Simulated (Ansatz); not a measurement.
# Sn3Se (Fm-3m) in Ansatz: notebook

One crystal, Sn3Se, is run at these levels: PBEsol; tasks: density of states, phonons.

Everything below comes from runs of Ansatz 0.2.0. Logs are shortened: lines on timing, memory, paths and dates and some standing lists are left out, and cuts for length are marked.

### 1 Starting point

The structure is cubic, space group Fm-3m (No. 225). Conventional cell: a = 7.466 Å, b = 7.466 Å, c = 7.466 Å, α = 90.00°, β = 90.00°, γ = 90.00°. Around Sn (site symmetry m-3m) lie 8 Sn at 3.23 Å. Sn (site symmetry -43m) has 4 Sn at 3.23 Å and 4 Se at 3.23 Å as nearest neighbours. Se (site symmetry m-3m) has 8 Sn at 3.23 Å as nearest neighbours.

The cell comes from a database or a generator and needn't be the stable form of this composition.

### 2 Density of states, PBEsol

The input, input.yaml:

```yaml
crystal:
  lattice:
    - [0.0, 3.733138, 3.733138]
    - [3.733138, 0.0, 3.733138]
    - [3.733138, 3.733138, 0.0]
  atoms:
    - { symbol: Sn, position: [0.5, 0.5, 0.5] }
    - { symbol: Sn, position: [0.75, 0.75, 0.75] }
    - { symbol: Sn, position: [0.25, 0.25, 0.25] }
    - { symbol: Se, position: [0.0, 0.0, 0.0] }
kpoints:
  mp_grid: { grid: [6, 6, 6] }
scf:
  occupations: { method: fermi_dirac, width: 0.05 }
hamiltonian:
  xc: pbesol
  pseudopotentials: { kind: all_electron, datasets: crystal }
output:
  forces: true
  stress: true
  eigenvalues: true
  dos: { projected: false, de: 0.1, e_range: [-10, 8] }
  elf: true
  volumetric_format: npy
```

Potentials or basis: all-electron PAW datasets made for the crystal.

Command:

```console
$ ansatz run input.yaml --threads 2 --pin off --max-ram 8192MiB --backend cpu --events-out ev --progress --plain --runs-dir out
```

What it wrote:

```text
Warning: RAYON_NUM_THREADS=2 ignored (pool sized by the plan → 2); use --threads N
hamiltonian.pseudopotentials.datasets: crystal makes datasets for this crystal and solves the spheres of its atoms anew in each pass: cutoff 260.0 eV, the density's 1040.0 eV; for an error of 0.50 meV an atom under PBE, 2.0 meV for the cell; an energy difference from a run of another recipe may be off by several times the error for the cell, under r2SCAN by more, where some 0.1 meV an atom stays at smaller errors; Se in spheres of 1.376 Å, 6 of its electrons in bands; Sn in spheres of 1.376 Å, 14 of its electrons in bands
Engine: ansatz 0.2.0, aarch64-unknown-linux-gnu
Pseudopotentials: kind: all_electron
Pseudopotential: Sn, paw, valence charge 14, recommended cutoff 260 eV (normal), crystal/all_electron/pbesol/scalar/gaussian/Sn, Koelling and Harmon's equation, gaussian nucleus
Pseudopotential: Se, paw, valence charge 6, recommended cutoff 260 eV (normal), crystal/all_electron/pbesol/scalar/gaussian/Se, Koelling and Harmon's equation, gaussian nucleus
Functional definition: PBEsol
  exchange = pbesol_x
  correlation = pbesol_c
Crystal: 4 atoms, lattice volume = 104.052 Å³
Basis set: ecut = 260 eV, 965 PW (Γ), exchange–correlation on 60×60×60 points (8 copies of the dense FFT grid, shifted against one another)
Bands: 29, of which v1, the nominal top of the filled ones, is band 24 counted from 1 (23 counted from 0)
Symmetry: 48 space group operations
Space group: Fm-3m (ITA 225), of the structure as read, at distance tolerance 4.7e-5 Å
k-points: 16 of 216
Non-local potential: Sn, projectors of the file, l = 0: 1, l = 1: 1, l = 2: 2
Non-local potential: Se, projectors of the file, l = 0: 1, l = 1: 1
PAW form: soft (Blöchl's): semilocal exchange-correlation on the pseudo side does not see the compensation charge
PAW one-centre angular grid: Sn, 590 points (default); XC on its mesh's 1863 points in the sphere
PAW one-centre angular grid: Se, 110 points (default); XC on its mesh's 1903 points in the sphere
Initial density: superposition of atomic densities (neutral atoms: chi_scale 0, normalization atom)
Initial wavefunctions: pseudopotential atomic-orbital guess
Functional: x = pbesol(κ = 0.804, μ = 0.12345679012345678), c = pbesol(β = 0.046)
iter 1 solved again at ethr=1.41e-3 eV; its pass at ethr=1.00e-1 eV (dr2=6.79e-1 eV) is discarded
SCF iter   1: F=—  HF=-570126.057899 eV  |F-HF|=—  |Δ(HF+E_count)|=         —  Δρ=1.64e-2  dr2=7.22e-1  ethr=1.41e-3  ⟨swp⟩=3.8  Hψ=2295  notcnv=0
preconditioner: auto → Kerker (q_TF=auto, 2.398 Å⁻¹)  [metal: Δε(μ)=0.147 eV  Ē_g=17.228 eV  σ=0.050 eV  W_gap=0.46  n_scr=26 (ndim 8)  ℏωp=25.2 eV  f_vac=0.000  D(μ)=3.33/eV (n_scr^D=26)]
SCF iter   2: F=—  HF=-570125.914749 eV  |F-HF|=—  |Δ(HF+E_count)|=   1.43e-1  Δρ=9.12e-3  dr2=1.93e-1  ethr=1.41e-3  ⟨swp⟩=2.7  Hψ=948  notcnv=0
iter 3 solved again at ethr=3.83e-5 eV; its pass at ethr=4.02e-4 eV (dr2=1.84e-2 eV) is discarded
SCF iter   3: F=—  HF=-570125.860567 eV  |F-HF|=—  |Δ(HF+E_count)|=   5.42e-2  Δρ=3.47e-3  dr2=1.83e-2  ethr=3.83e-5  ⟨swp⟩=2.1  Hψ=1989  notcnv=0  defer=1
SCF iter   4: F=—  HF=-570125.854094 eV  |F-HF|=—  |Δ(HF+E_count)|=   6.47e-3  Δρ=1.97e-3  dr2=6.27e-3  ethr=3.82e-5  ⟨swp⟩=2.1  Hψ=866  notcnv=0
SCF iter   5: F=—  HF=-570125.850828 eV  |F-HF|=—  |Δ(HF+E_count)|=   3.27e-3  Δρ=2.89e-4  dr2=1.33e-4  ethr=1.31e-5  ⟨swp⟩=3.0  Hψ=1142  notcnv=0
SCF iter   6: F=—  HF=-570125.850828 eV  |F-HF|=—  |Δ(HF+E_count)|=   2.57e-7  Δρ=7.67e-5  dr2=6.47e-6  ethr=2.78e-7  ⟨swp⟩=3.1  Hψ=1152  notcnv=0
SCF iter   7: F=—  HF=-570125.850830 eV  |F-HF|=—  |Δ(HF+E_count)|=   1.87e-6  Δρ=2.44e-5  dr2=1.09e-6  ethr=1.35e-8  ⟨swp⟩=3.0  Hψ=1090  notcnv=0
SCF iter   8: F=—  HF=-570125.850829 eV  |F-HF|=—  |Δ(HF+E_count)|=   1.10e-6  Δρ=6.12e-6  dr2=3.36e-8  ethr=2.26e-9  ⟨swp⟩=3.0  Hψ=1261  notcnv=0
SCF iter   9: F=-570125.850829 eV  HF=-570125.850829 eV  |F-HF|=8.38e-9  |Δ(HF+E_count)|=   6.51e-8  Δρ=2.97e-6  dr2=1.23e-8  ethr=7.00e-11  ⟨swp⟩=3.0  Hψ=1205  notcnv=0
SCF 1 converged in 9 iterations: F = -570125.850828 eV  dr2 = 1.23e-8
  Residual-converged pass: ⟨swp⟩=2.4  Hψ=548  notcnv=0  max |occ|·‖R‖ = 6.6e-6 eV (tolerance 6.7e-6 eV)  dr2=1.23e-8  dr2_onsite=1.02e-8  max |Δocc| = 1.2e-10
SCF converged after 9 iterations
Free energy (F): -570125.850828 eV
Harris-Foulkes:  -570125.850828 eV  (|F-HF|=8.38e-9)
Internal energy: -570125.818898 eV  (E = F + TS)
E sigma→0 (E₀):  -570125.834863 eV
Entropy (-TS):   -0.031930 eV (-7.982 meV/atom)
Past the cutoff: the bands carry plane waves up to 1.75 times it, of which those up to 1.5 times it add -0.000174 eV an atom, each by itself; the spheres take 0.000386 eV an atom off the energy for waves past 1.75 times it
By the cutoff:   a pressure is off by up to 0.007 GPa (1.2 times the spheres' own share and the shells' term, over an atom's volume, and 0.004 GPa: a bound that held against runs at twice the plane waves)
Past the cutoffs: a stress includes 0.0004 GPa for waves and charges beyond them, in addition to the slope of what the spheres take
In the spheres:  the bands' charges fall short by 5.5e-7 e at most (sound up to 1e-3)
Fermi energy:    12.776114 eV
--- Per-component energies (eV) ---
  E_band       = -117.598776
  E_kinetic    = 386.115445
  E_local      = -3092.850146  (includes V_loc(G=0)·N_el)
  E_nonlocal   = 541.343295
  E_hartree    = 1476.796244
  E_xc         = -239.053890
  E_vxc        = -292.368670  (∫ρ·V_xc dr)
  E_paw        = -575020.054073  (= ΣΔE_a)
  E_vpaw       = -10648.759305  (= ΣTr[D̂ρ^β])
  E_ewald      = -4213.440337
  E_smearing   = -0.031930  (= −TS)
  E_closure    = 10035.324564  (closes the sum)
  Σ components = -570125.850828   (vs F -570125.850828, Δ=0.00e0)
  The terms above E_closure are by the made datasets' own strengths, without shells solved beside the bands.
--- Forces (eV/Å), atoms counted from 1 ---
  atom   1  Sn     0.00000000    -0.00000000    -0.00000000
  atom   2  Sn    -0.00000000     0.00000000     0.00000000
  atom   3  Sn     0.00000000     0.00000000     0.00000000
  atom   4  Se    -0.00000000     0.00000000    -0.00000000
  max |Σ_I F_I| component: 1.30e-29 eV/Å
--- Stress (GPa, compression-positive) ---
       -3.189280      -0.000000      -0.000000
       -0.000000      -3.189280       0.000000
       -0.000000       0.000000      -3.189280
  P = ⅓ Tr σ = -3.1893 GPa (-31.893 kbar)
--- Band table (eV; the first three rows and the last of 16) ---
  k-point 0: bands = ["-8.7412", "-8.7412", "-8.7099", "-8.7099", "-8.7099", "-8.6961", "-8.6961", "-8.6961", "-8.6448", "-8.6448", "-8.3878", "-8.3878", "-8.3878", "-8.3807", "-8.3807", "-0.4958", "3.9597", "7.8801", "9.8843", "9.9157", "9.9157", "9.9157", "11.4663", "11.4663", "11.4663", "12.2301", "12.2301", "12.2301", "16.8458"]
  k-point 1: bands = ["-8.7339", "-8.7339", "-8.7189", "-8.7131", "-8.7131", "-8.6943", "-8.6943", "-8.6848", "-8.6508", "-8.6508", "-8.3909", "-8.3860", "-8.3860", "-8.3816", "-8.3816", "-0.3900", "3.9044", "7.3178", "9.0481", "9.7016", "9.7016", "9.7632", "11.4180", "11.4180", "12.5008", "12.5008", "12.5783", "14.0578", "17.5797"]
  k-point 2: bands = ["-8.7187", "-8.7187", "-8.7181", "-8.7146", "-8.7146", "-8.6918", "-8.6918", "-8.6828", "-8.6670", "-8.6670", "-8.3955", "-8.3883", "-8.3883", "-8.3778", "-8.3778", "-0.1494", "3.7884", "6.2166", "8.1863", "9.4713", "9.4713", "10.6955", "10.8888", "10.8888", "13.7164", "13.7164", "14.1569", "15.8524", "17.0871"]
  k-point 15: bands = ["-8.7241", "-8.7193", "-8.7152", "-8.7133", "-8.7118", "-8.6987", "-8.6961", "-8.6773", "-8.6715", "-8.6561", "-8.3975", "-8.3914", "-8.3885", "-8.3796", "-8.3704", "0.1275", "4.6678", "5.1944", "5.5363", "8.9546", "9.4225", "11.0632", "11.5314", "13.4111", "14.0451", "15.4317", "15.7616", "16.4214", "17.0106"]
  guard bands above this table: 0 of the run's 29 bands, where the rule asks 3: the bands that hold charge and the lowest empty level above them stay in the table. A level can be missing at the table's top as with no guard band: raise scf.n_extra_bands
```

It took 3.7 s on 2 threads of Arm Neoverse V2, shared host; peak memory 0.47 GiB.

What came out:

```yaml
Free_energy: -570125.8508 eV
Pressure: -3.2 GPa
Band_gap_on_the_k_mesh: none (metal or under the smearing width)
```

States per cell in windows of 0.5 eV (zero at the Fermi level; states under -8 eV left out):
```
from (eV)  total
     -8.0   0.32
     -7.5   0.91
     -7.0   0.82
     -6.5   0.73
     -6.0   0.53
     -5.5   0.38
     -5.0   0.29
     -4.5   0.59
     -4.0   1.45
     -3.5   1.82
     -3.0   0.57
     -2.5   0.64
     -2.0   1.18
     -1.5   1.38
     -1.0   1.10
     -0.5   1.35
      0.0   1.30
      0.5   0.97
      1.0   0.95
      1.5   1.15
      2.0   1.32
      2.5   0.85
      3.0   1.35
      3.5   0.82
      4.0   1.21
      4.5   0.03
      5.0   0.00
      5.5   0.00
      6.0   0.00
      6.5   0.00
```

Caveat: the program warned that the printed levels may be off, so bands, gaps and densities of states are rough.

### 3 Phonons, PBEsol

Edit input.yaml of step 2 so:

```diff
@@ -16,9 +16,6 @@
   xc: pbesol
-  pseudopotentials: { kind: all_electron, datasets: crystal }
-output:
-  forces: true
-  stress: true
-  eigenvalues: true
-  dos: { projected: false, de: 0.1, e_range: [-10, 8] }
-  elf: true
-  volumetric_format: npy
+  pseudopotentials: { kind: all_electron, lapw: { basis_error: 0.002 } }
+output: {}
+phonons:
+  method: fd
+  supercell: [1, 1, 1]
```

Potentials or basis: all-electron LAPW, scalar-relativistic.

Command:

```console
$ ansatz run input.yaml --threads 2 --pin off --max-ram 8192MiB --backend cpu --events-out ev --progress --plain --runs-dir out
```

What it wrote:

```text
Warning: RAYON_NUM_THREADS=2 ignored (pool sized by the plan → 2); use --threads N
LAPW: plane waves up to 6.824 Å⁻¹, error target 2.0e-3 eV per atom; small_component_spin mean_spin; Se in spheres of 1.568 Å, 24 of its electrons in bands, Dirac shells []; Sn in spheres of 1.568 Å, 22 of its electrons in bands, Dirac shells [] (how accurate: hamiltonian.pseudopotentials.lapw.basis_error, Limitations)
[... 2 set-up lines as earlier in the session ...]
Pseudopotential: Sn, LAPW, valence charge 22, lapw/all_electron/scalar/gaussian/Sn, Koelling and Harmon's equation, gaussian nucleus
Pseudopotential: Se, LAPW, valence charge 24, lapw/all_electron/scalar/gaussian/Se, Koelling and Harmon's equation, gaussian nucleus
[... 3 set-up lines as earlier in the session ...]
[... 91 lines left out ...]
  k-point 2: bands = ["-194.8216", "-134.4856", "-134.4856", "-134.4856", "-116.5565", "-116.5565", "-116.2603", "-72.3887", "-72.3887", "-72.3887", "-72.3886", "-72.3886", "-72.3886", "-72.0916", "-72.0916", "-72.0916", "-34.9122", "-34.9122", "-34.9122", "-34.9117", "-34.9117", "-8.7186", "-8.7186", "-8.7179", "-8.7145", "-8.7145", "-8.6916", "-8.6916", "-8.6826", "-8.6669", "-8.6669", "-8.3956", "-8.3884", "-8.3884", "-8.3779", "-8.3779", "-0.1494", "3.7884", "6.2165", "8.1863", "9.4713", "9.4713", "10.6955", "10.8888", "10.8888", "13.7164", "13.7164", "14.1569", "15.8524", "17.0870", "17.5018", "17.5018", "19.6741", "19.6741"]
  k-point 15: bands = ["-194.8216", "-134.4856", "-134.4856", "-134.4856", "-116.5565", "-116.5565", "-116.2603", "-72.3888", "-72.3888", "-72.3887", "-72.3886", "-72.3885", "-72.3885", "-72.0916", "-72.0916", "-72.0916", "-34.9122", "-34.9122", "-34.9122", "-34.9117", "-34.9117", "-8.7240", "-8.7191", "-8.7151", "-8.7132", "-8.7116", "-8.6985", "-8.6960", "-8.6771", "-8.6715", "-8.6560", "-8.3976", "-8.3916", "-8.3887", "-8.3797", "-8.3705", "0.1275", "4.6678", "5.1944", "5.5363", "8.9546", "9.4225", "11.0632", "11.5314", "13.4111", "14.0451", "15.4317", "15.7616", "16.4214", "17.0105", "17.0569", "17.6828", "20.0538", "21.1247"]
--- Phonons: 3 displaced members + reference (amplitude 0.01 Å, Σ member SCF iterations 21) ---
  symmetry images taken by strict's conditions (phonons.symmetry_images: auto; settled by no image being taken that strict refuses)
  ASR residual: 4.588e-4 → 0.000e0 eV/Å²; symmetrization residual: 1.534e-4 eV/Å²
  largest component of a force at the reference: 6.7e-19 eV/Å
  ASR residual per site (eV/Å²): 1.51e-4 1.65e-4 1.65e-4 4.59e-4
  Γ frequencies (cm⁻¹): -40.93 -40.93 -40.93 0.00 0.00 0.00 44.11 44.11 44.11 95.58 95.58 95.58
  density of states and harmonic sums: on the 14×14×14 q-mesh, interpolated from the force constants of a 1×1×1 supercell (no non-analytic term)
  largest difference from the sums on the solved wave vectors: F 1.46e0 eV, S 1.89e-3 and C_V 4.35e-4 eV/K
  zero-point energy: 0.031310 eV/cell   skipped modes (ω ≤ 0): 126, of them read as no rigid motion or as one in doubt: 123 (1.029e0 modes/cell left out, lowest -40.93 cm⁻¹)   left out of the sums: 8.58e-2 of the cell's modes: C_V's classical limit lies that fraction below 3 k_B per atom; for a crystal, a wire or a layer, F and S can be off by more, and a phonons.interpolated_qmesh denser along its periods is the remedy for the sampling
```

Run time: 70 s. Hardware: 2 threads of Arm Neoverse V2, shared host; peak memory 0.51 GiB.

Results:

- Free energy: -570125.8494 eV
- Band gap on the k mesh: none (metal or under the smearing width)
- Highest phonon frequency at Γ: 96 cm⁻¹
- Most unstable mode: 41i cm⁻¹

Phonon frequencies in cm⁻¹ (negative: imaginary):
```
              q point                          frequencies
(0.000, 0.000, 0.000)  -41 -41 -41 0 0 0 44 44 44 96 96 96
```

Caveat: a metal's response needs a denser mesh; some modes are imaginary.
